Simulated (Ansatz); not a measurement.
# Si2SnSe2: the cost of one run

Method: DFT PBE, scalar-relativistic, plane waves, PAW, in Ansatz 0.2.0.

### 1 The system as given

The structure is tetragonal, space group P4/mmm (No. 123). Conventional cell: a = 4.032 Å, b = 4.032 Å, c = 7.413 Å, α = 90.00°, β = 90.00°, γ = 90.00°. Si (site symmetry mmm) is surrounded by 2 Sn at 2.02 Å. Sn (site symmetry 4/mmm) has 2 Se at 1.89 Å and 4 Si at 2.02 Å as nearest neighbours. Se (site symmetry 4mm) has 1 Sn at 1.89 Å as nearest neighbours.

Coordinates:

```xyz
5
Lattice="4.0320 0.0000 0.0000 0.0000 4.0320 0.0000 0.0000 0.0000 7.4126" Properties=species:S:1:pos:R:3 pbc="T T T"
Si    0.0000    2.0160    3.7063
Si    2.0160    0.0000    3.7063
Sn    0.0000    0.0000    3.7063
Se    0.0000    0.0000    1.8208
Se    0.0000    0.0000    5.5918
```

A structure generator made this guess: random cell by space group and Wyckoff sites (P4/mmm, No. 123). Lengths come from tabulated atomic sizes and are only a guess.

### 2 A first look at the guess

Contents of input.yaml:

```yaml
crystal:
  lattice:
    - [4.03196856, 0.0, 0.0]
    - [0.0, 4.03196856, 0.0]
    - [0.0, 0.0, 7.41264825]
  atoms:
    - { symbol: Si, position: [0.0, 0.5, 0.5] }
    - { symbol: Si, position: [0.5, 0.0, 0.5] }
    - { symbol: Sn, position: [0.0, 0.0, 0.5] }
    - { symbol: Se, position: [0.0, 0.0, 0.24563604] }
    - { symbol: Se, position: [0.0, 0.0, 0.75436396] }
basis:
  ecutwfc: 420
kpoints:
  mp_grid: { grid: [4, 4, 4] }
hamiltonian:
  xc: pbe
scf:
  occupations: { method: gaussian, width: 0.1 }
  lower_state_search: "off"
output:
  forces: true
  stress: true
  eigenvalues: true
```

The run is started by

```bash
$ ansatz run input.yaml --threads 1 --pin off --max-ram 2560MiB --backend cpu --events-out ev --progress --plain --runs-dir out
```

**Question.** How long does this run take on 1 thread of Intel Xeon Platinum 8488C (Sapphire Rapids), shared host, and how much memory does it need?

About 3.6 s, with a peak of 0.46 GiB.
